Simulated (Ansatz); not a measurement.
**Bi: from a first cell to all-electron results**

What cell, bands and charges does Bi have, and do the methods agree? The runs shown use PAW, LAPW, crystal datasets and norm-conserving. Its runs: relaxed (PAW); the reference run (LAPW, PAW, crystal datasets and norm-conserving); no relativity (LAPW); spin-orbit coupling on (LAPW and PAW).

Computed with Ansatz 0.2.0 (DFT PBE, with the methods named in each step, unless a step's input says otherwise).

## 1. Starting point

It takes space group R-3m (No. 166, trigonal). Conventional cell: a = 4.546 Å, b = 4.546 Å, c = 11.862 Å, α = 90.00°, β = 90.00°, γ = 120.00°. Around Bi (site symmetry 3m) lie 6 Bi at 3.11 to 3.48 Å.

As a file:

```
Bi
1.0
     2.27317    1.31241    3.95396
    -2.27317    1.31241    3.95396
     0.00000   -2.62483    3.95396
Bi
2
Cartesian
  0.0000 0.0000 9.0506
  0.0000 0.0000 2.8113
```

Atoms are numbered in the order of the input: Bi1, Bi2.

## 2. Relaxed, PAW

File input.yaml:

```yaml
crystal:
  lattice:
    - [2.2731689774, 1.312414721, 3.9539647457]
    - [-2.2731689774, 1.312414721, 3.9539647457]
    - [0.0, -2.624829442, 3.9539647457]
  atoms:
    - { symbol: Bi, position: [0.763, 0.763, 0.763] }
    - { symbol: Bi, position: [0.237, 0.237, 0.237] }
kpoints:
  mp_grid: { grid: [14, 14, 14] }
scf:
  occupations: { method: fermi_dirac, width: 0.05 }
hamiltonian:
  xc: pbe
  pseudopotentials: { kind: paw }
output:
  forces: true
  stress: true
relax:
  f_tol: 0.003
  max_steps: 80
  cell: {}
```

Started as:

```sh
> ansatz run input.yaml --threads 1 --pin off --max-ram 3072MiB --backend cpu --events-out ev --progress --plain --runs-dir out
```

The runs that follow: The relaxed cell, LAPW; The relaxed cell, PAW; The relaxed cell, crystal datasets; The relaxed cell, norm-conserving; No relativity, LAPW; Spin-orbit coupling on, LAPW; Spin-orbit coupling on, PAW.

Q: Predict the outcome of this session. Wanted: volume, relaxed; gap.

As calculated:

| quantity | value |
| --- | --- |
| volume, relaxed (PAW) | 36.920 Å³/atom, R-3m |
| gap (LAPW) | none |

**Reading.** Relaxing changes the volume by +4.3 %, to 36.92 Å³/atom. There is no gap at this level: the crystal is a metal or semimetal here, or the functional closes a real gap. Spin-orbit coupling is left out of this run, though the cell holds Bi; it can open or close small gaps. In pressure, PAW differs from LAPW by -0.02 GPa. No relativity moves the pressure by +1.87 GPa. Spin-orbit coupling on moves the pressure by +1.01 GPa.
